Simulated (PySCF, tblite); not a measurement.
**C7H11ClSi2: geometry, infrared bands and NMR shifts**

Wanted: the infrared bands and NMR shifts of C7H11ClSi2 (`C#C[SiH2]/C=C/[Si@H](Cl)CC=C`), by calculation.

Computed with tblite 0.8.0 and PySCF 2.14.0, with density-fitted response routines of our own, on a single molecule in the gas phase. Atoms count from 0, in the outputs and in this text.

### Step 1. Starting geometry

21 atoms, charge 0, multiplicity 1; geometry from: force field or distance geometry start.

Bonds of the start (Å): C0–C1 1.23, C1–Si2 1.80, Si2–C3 1.83, C3–C4 1.32, C4–Si5 1.83, Si5–Cl6 2.10, Si5–C7 1.87, C7–C8 1.49, C8–C9 1.33, C0–H10 1.07, Si2–H11 1.47, Si2–H12 1.47, C3–H13 1.09, C4–H14 1.09, Si5–H15 1.48, C7–H16 1.11, C7–H17 1.10, C8–H18 1.09, C9–H19 1.09, C9–H20 1.10.

### Step 2. Relaxing the molecule with GFN2-xTB

The job: settings as JSON, then the geometry in Å.

```
{"job": {"kind": "relax", "xc": "GFN2-xTB", "basis": "xTB"}, "charge": 0, "multiplicity": 1}
C      4.549200    -1.361900     1.430800
C      4.036100    -0.411600     0.832300
Si     3.326800     0.990800    -0.044100
C      1.535900     0.699100    -0.287100
C      0.955900    -0.482900    -0.353600
Si    -0.836400    -0.733500    -0.595400
Cl    -1.441000    -0.480900    -2.591700
C     -1.892900     0.412300     0.431100
C     -3.193300     0.518000    -0.286900
C     -4.367000     0.172500     0.226300
H      4.994400    -2.183600     1.946600
H      4.014300     1.259100    -1.313600
H      3.486000     2.190200     0.794300
H      0.885600     1.573300    -0.359400
H      1.584900    -1.368200    -0.284000
H     -1.153100    -2.101800    -0.142800
H     -1.464500     1.434200     0.514400
H     -2.057200     0.027100     1.447900
H     -3.183300     0.923100    -1.297900
H     -4.489900    -0.233200     1.230700
H     -5.299400     0.286800    -0.351600
```

Command:

```sh
$ OMP_NUM_THREADS=1 python probes_run.py task.json out
```

This one command runs all jobs of the session in turn.

**Question.** This job is followed by: GFN2-xTB harmonic vibrations, gas phase; GIAO PBE0/pcSseg-1 NMR shielding, non-relativistic, gas phase. Predict these results of the whole session: strongest single infrared mode (GFN2-xTB); zero-point energy (GFN2-xTB); ¹³C shifts against TMS (PBE0/pcSseg-1); ¹H shifts against TMS (PBE0/pcSseg-1); ²⁹Si shifts against TMS (PBE0/pcSseg-1); ³⁵Cl shifts against HCl (PBE0/pcSseg-1).

The runs gave:

| quantity | value |
| --- | --- |
| strongest single infrared mode (GFN2-xTB) | 2204 cm⁻¹, 398 km/mol |
| zero-point energy (GFN2-xTB) | 91.4 kcal/mol |
| ¹³C shifts against TMS (PBE0/pcSseg-1) | 157.6, 152.6, 141.9, 121.4, 106.6, 84.2, 30.7 ppm |
| ¹H shifts against TMS (PBE0/pcSseg-1) | 7.41, 7.09, 6.36, 5.39, 5.34, 5.25, 4.81, 4.81, 2.03, 1.99, 1.91 ppm |
| ²⁹Si shifts against TMS (PBE0/pcSseg-1) | 2.7, -69.4 ppm |
| ³⁵Cl shifts against HCl (PBE0/pcSseg-1) | -58 ppm |

Over 244 steps the energy fell by 0.455 eV; of the close pairs, Si5–Cl6 changed most, 2.101 to 2.027 Å. All 57 modes are real, so the xTB geometry is a minimum. The strongest single mode, at 2204 cm⁻¹, moves mainly H12 and H11. GFN2-xTB is a fitted tight-binding method: band positions and strengths are rough. Its intensities can rank the bands wrongly.
